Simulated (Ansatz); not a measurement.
# BH₅N₂S: one species, many methods

Aim: compute BH₅N₂S with functionals from several rungs and with coupled cluster. The yardstick is the atomisation energy at the CCSD(T) limit.

The runs use Ansatz 0.2.0, Gaussian basis; functionals in def2-TZVPP, the program's frozen cores in correlated methods.

Levels to be run: LDA (SPW92), PBE-D4, revPBE-D4, BLYP-D4, r2SCAN-D4, B97M-V, PBE0-D4, B3LYP-D4, r2SCANh-D4, r2SCAN0-D4, HSE06-D4, BHLYP-D4, CAM-B3LYP-D4, LC-ωPBE, ωB97X-V, ωB97M-V, B2PLYP, PBE-QIDH; CCSD(T)/def2-SVP; CCSD(T)/def2-TZVPP; MP2/def2-QZVPP; extrapolation to the limit; RPA on PBE.

## (1) The relaxed structure

All runs share one geometry, relaxed beforehand with PBE0-D4 in a triple-zeta def2 set.

SMILES `NB(N)S`, 9 atoms, charge 0, spin multiplicity 1.

Atoms are counted from 1 here; the program's logs count them from 0.

Bond lengths: N1–B2 1.411 Å, N1–H5 1.004 Å, N1–H6 1.002 Å, B2–N3 1.411 Å, B2–S4 1.844 Å, N3–H7 1.003 Å, N3–H8 1.004 Å, S4–H9 1.340 Å. Angles: B2–N1–H5 122.9°, B2–N1–H6 123.2°, H5–N1–H6 113.8°, N1–B2–N3 122.3°, N1–B2–S4 121.3°, N3–B2–S4 116.4°, B2–N3–H7 122.8°, B2–N3–H8 123.3°, H7–N3–H8 113.9°, B2–S4–H9 97.0°.

## (2) LDA

This LDA is Slater exchange with PW92 correlation.

The input, in.yaml:

```yaml
crystal:
  periodic: [false, false, false]
  atoms:
    - {symbol: N, position_ang: [0.043110, 1.056336, -0.636372]}
    - {symbol: B, position_ang: [-0.027552, -0.118324, 0.142199]}
    - {symbol: N, position_ang: [0.800700, -1.234397, -0.098977]}
    - {symbol: S, position_ang: [-1.208795, -0.262919, 1.551415]}
    - {symbol: H, position_ang: [0.653353, 1.149107, -1.428805]}
    - {symbol: H, position_ang: [-0.454041, 1.896263, -0.409277]}
    - {symbol: H, position_ang: [0.697311, -2.103477, 0.390626]}
    - {symbol: H, position_ang: [1.543356, -1.234220, -0.774411]}
    - {symbol: H, position_ang: [-1.958942, 0.805233, 1.246299]}
basis:
  gaussian: {orbitals: def2-TZVPP}
hamiltonian: {xc: lda}
output: {orbitals: {seedname: orbitals}}
```

Further steps of the session: PBE-D4 (GGA); revPBE-D4 (GGA); BLYP-D4 (GGA); r2SCAN-D4 (meta-GGA); B97M-V (meta-GGA); PBE0-D4 (hybrid); B3LYP-D4 (hybrid); r2SCANh-D4 (hybrid); r2SCAN0-D4 (hybrid); HSE06-D4 (hybrid); BHLYP-D4 (hybrid); CAM-B3LYP-D4 (range-separated); LC-ωPBE-D4 (range-separated); ωB97X-V (range-separated); ωB97M-V (range-separated); B2PLYP (double hybrid); PBE-QIDH (double hybrid); CCSD(T) in def2-SVP; CCSD(T) in def2-TZVPP; MP2 in def2-QZVPP; RPA on PBE orbitals.

**Question.** What will the summary of the whole plan be? Wanted: atomisation energy, CCSD(T)/CBS; farthest beyond LDA; mean size of error, GGA; mean size of error, meta-GGA; mean size of error, hybrid; mean size of error, range-separated; mean size of error, double hybrid; gap, smallest and largest; T1 diagnostic.

The runs gave:

| quantity | value |
| --- | --- |
| atomisation energy, CCSD(T)/CBS | 3291.6 kJ/mol |
| functionals within 16.5 kJ/mol (0.5 %) | revPBE-D4, r2SCAN-D4, r2SCANh-D4, LC-ωPBE |
| farthest beyond LDA | PBE-D4 (+93.1 kJ/mol) |
| mean size of error, GGA | 44.1 kJ/mol |
| mean size of error, meta-GGA | 17.3 kJ/mol |
| mean size of error, hybrid | 35.6 kJ/mol |
| mean size of error, range-separated | 27.4 kJ/mol |
| mean size of error, double hybrid | 21.4 kJ/mol |
| gap, smallest and largest | 5.06 eV (BLYP-D4), 12.21 eV (LC-ωPBE) |
| T1 diagnostic | 0.0108 |
| triples share of the correlation energy | 3.9 % |

The LDA atomisation energy is off by 512.5 kJ/mol (16 %): it overbinds. PBE-D4 misses by +93.1 kJ/mol. Double hybrids carry the basis error of their MP2 part in triple zeta, and no dispersion term here, so their miss is partly the set-up's. Taken by rung, meta-GGA functionals do best (17.3 kJ/mol on average) and GGA ones worst beyond LDA (44.1 kJ/mol). The gap between the best rungs is small, so their order is not settled. Misses under about 16.5 kJ/mol are within the doubt on the reference itself, which lacks core-valence correlation, relativity and higher excitations. Hartree-Fock recovers 70 % of the binding; the rest is correlation. CCSD(T) in def2-SVP is off by -226.3 kJ/mol, so the small basis spoils what the method gains. The gap grows from 5.1 to 12.2 eV across the functionals, mostly with the share of exact exchange.
